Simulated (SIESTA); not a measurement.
**Cd2S under changes of volume**

One of the cells (26.333 Å³/atom); the others are scaled copies at fixed shape and fractional positions:

```
CELL_PARAMETERS angstrom
3.96267 0.00000 0.00000
-1.98134 3.43177 0.00000
0.00000 0.00000 5.80919
ATOMIC_POSITIONS crystal
Cd 0.33333 0.66667 0.93272
Cd 0.66667 0.33333 0.57873
S 0.33333 0.66667 0.36571
```

The cell comes from a database or a generator and needn't be the stable form of this composition.

* Program: SIESTA 5.4.2
* Functional: LDA
* Potentials or basis: PseudoDojo 0.4 standard (LDA files)
* Basis: DZP (energy shift 0.003 Ry; two zetas on semicore shells)
* Grid cutoff: 800 Ry
* Energy shift: 0.003 Ry
* k mesh: 8 × 8 × 5
* Occupations: fermi-dirac, width 0.05 eV
* Spin: no spin polarisation

```csv
volume (Å³/atom),energy over the lowest point (meV/atom),pressure (GPa),gap on the mesh (eV),largest force (eV/Å)
24.753,0.00,-2.8,0.23,0.143
25.280,?,?,?,?
25.806,24.95,-4.7,0.25,0.123
26.333,41.54,-5.4,0.26,0.167
26.860,60.40,-6.1,0.27,0.246
27.386,81.27,-6.6,0.29,0.318
27.913,103.88,-7.1,0.31,0.384
```

**Question.** What does the run at 25.280 Å³/atom give?

**Answer.** Energy over the lowest point 10.99 meV/atom; pressure -3.8 GPa; gap on the mesh 0.24 eV; largest force 0.089 eV/Å.

Worked out: A Birch-Murnaghan fit of order 3 (a polynomial in V^(-2/3)) to the other rows has no minimum within the range. It gives 11.00 meV/atom at 25.280 Å³/atom, against the run's 10.99, and -dE/dV = -3.8 GPa, against -3.8. A parabola through the other rows of the gap, of slope 0.393 eV per unit of ln V there, gives 0.24 eV, against the run's 0.24.

Energies are extrapolated to zero smearing.

Caveats: an odd mesh through Γ misses points on the zone boundary, where band edges often lie; the basis of atomic orbitals isn't converged, which shifts pressures, moduli and gaps. Spin-orbit coupling on Cd is left out.
